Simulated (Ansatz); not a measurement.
# PBE/def2-SVP run of SiH2Br2 (dibromosilane)

Aim: the vertical singlet–triplet gap of SiH2Br2 (dibromosilane) at PBE/def2-SVP, from 2 runs. 

Program for the calculation: Ansatz 0.2.0.

53 further runs of the same task are left out: 6 that didn't finish, 47 set aside as unsound or not needed.

**1. The structure to begin with**

SiH2Br2: 5 atoms, total charge 0, spin state singlet. SMILES: `Br[SiH2]Br`. The shape is that of a PBE0-D4/def2-TZVP optimisation.

Bond lengths: Br1–Si2 2.207 Å, Si2–Br3 2.207 Å, Si2–H4 1.476 Å, Si2–H5 1.476 Å. Angles: Br1–Si2–Br3 110.8°, Br1–Si2–H4 108.4°, Br1–Si2–H5 108.4°, Br3–Si2–H4 108.4°, Br3–Si2–H5 108.4°, H4–Si2–H5 112.5°.

**2. The energy at PBE/def2-SVP**

File run.yaml:

```yaml
crystal:
  periodic: [false, false, false]
  atoms:
    - {symbol: Br, position_ang: [-1.672690, -1.239290, 0.362310]}
    - {symbol: Si, position_ang: [0.158230, -0.046290, 0.054680]}
    - {symbol: Br, position_ang: [-0.295570, 1.814160, -1.042010]}
    - {symbol: H, position_ang: [1.103430, -0.843230, -0.751710]}
    - {symbol: H, position_ang: [0.706590, 0.314640, 1.376730]}
basis:
  gaussian: {orbitals: def2-SVP}
hamiltonian: {xc: pbe}
accuracy: high
output: {orbitals: {seedname: orbitals}}
```

On the command line:

```bash
$ ansatz run run.yaml --threads 1 --pin off --max-ram 3480MiB --events-out events.jsonl --progress --plain --runs-dir runs
```

The program printed:

```text
Warning: RAYON_NUM_THREADS=1 ignored (pool sized by the plan → 1); use --threads N
Functional definition: PBE
  name "PBE"
  parameter kappa = 0.804
  parameter beta = 0.06672455060314922
  exchange = pbe_x(kappa = kappa, mu = beta*pi^2/3)
  correlation = pbe_c(beta = beta)
1684 factors; integrals over basis functions are off by at most 5.9e-9 eV
mean field evaluation 1: about -147959.9322 eV, gradient 1.4e1 eV
mean field evaluation 2: about -147960.2703 eV, gradient 7.1e0 eV
mean field evaluation 4: about -147960.4234 eV, gradient 4.1e-1 eV
mean field evaluation 8: about -147960.4182 eV, gradient 3.2e-2 eV
mean field evaluation 16: about -147960.4182 eV, gradient 1.7e-6 eV
mean field -147960.41824072 eV, -5437.4450791730 hartree, gradient 5.9e-8 eV, S^2 0.000000; 0 other end points of the search recorded, 0 dependent functions left out
reference -147960.41824337 eV, -5437.4450792701 hartree; 43, 43 occupied and 49, 49 virtual orbitals, 1684 factors
Total energy: -147960.41824337 eV, -5437.4450792701 hartree
```

It took 5.4 s on 1 thread of Arm Neoverse V2, shared host; peak memory 0.2 GiB.

**3. The triplet**

File molecule.yaml:

```yaml
crystal:
  periodic: [false, false, false]
  atoms:
    - {symbol: Br, position_ang: [-1.672690, -1.239290, 0.362310]}
    - {symbol: Si, position_ang: [0.158230, -0.046290, 0.054680]}
    - {symbol: Br, position_ang: [-0.295570, 1.814160, -1.042010]}
    - {symbol: H, position_ang: [1.103430, -0.843230, -0.751710]}
    - {symbol: H, position_ang: [0.706590, 0.314640, 1.376730]}
basis:
  gaussian: {orbitals: def2-SVP}
output: {orbitals: {seedname: orbitals}}
magnetization: {spin_polarized: true, initial_magnetization: 2}
hamiltonian: {xc: pbe}
accuracy: high
```

On the command line:

```bash
$ ansatz run molecule.yaml --threads 1 --pin off --max-ram 3480MiB --events-out events.jsonl --progress --plain --runs-dir runs
```

The program printed:

```text
Warning: RAYON_NUM_THREADS=1 ignored (pool sized by the plan → 1); use --threads N
[... 6 set-up lines as earlier in the session ...]
1683 factors; integrals over basis functions are off by at most 5.9e-9 eV
mean field evaluation 1: about -147953.2971 eV, gradient 1.3e1 eV
mean field evaluation 2: about -147948.2075 eV, gradient 2.7e1 eV
mean field evaluation 4: about -147954.3250 eV, gradient 4.7e0 eV
mean field evaluation 8: about -147954.4586 eV, gradient 2.4e0 eV
mean field evaluation 16: about -147954.5087 eV, gradient 4.0e-2 eV
mean field evaluation 32: about -147953.2971 eV, gradient 1.3e1 eV
mean field evaluation 64: about -147954.5088 eV, gradient 5.9e-3 eV
mean field evaluation 96: about -147954.2204 eV, gradient 4.9e0 eV
mean field evaluation 128: about -147954.1412 eV, gradient 3.4e-1 eV
mean field evaluation 160: about -147951.1223 eV, gradient 9.8e0 eV
mean field evaluation 192: about -147952.0196 eV, gradient 2.1e0 eV
mean field -147954.51142490 eV, -5437.2280076952 hartree, gradient 1.6e-8 eV, S^2 2.001398; 17 other end points of the search recorded, 0 dependent functions left out
reference -147954.51142760 eV, -5437.2280077945 hartree; 44, 42 occupied and 48, 50 virtual orbitals, 1683 factors
Total energy: -147954.51142760 eV, -5437.2280077945 hartree
```

Run time: 80 s. Hardware: 1 thread of Arm Neoverse V2, shared host; peak memory 0.28 GiB.

**4. Summary of results**

Level: PBE/def2-SVP.

```
                                        quantity           value
                           singlet: total energy  -5437.44508 Eh
                            singlet: HOMO energy        -7.18 eV
                            singlet: LUMO energy        -1.23 eV
                          singlet: HOMO–LUMO gap         5.96 eV
                           triplet: total energy  -5437.22801 Eh
     triplet: HOMO energy (highest over α and β)        -1.29 eV
                                   triplet: ⟨S²⟩           2.001
vertical energy of the triplet above the singlet        5.907 eV
```

In words: At this shape the triplet lies 5.91 eV (570 kJ/mol) above the singlet.
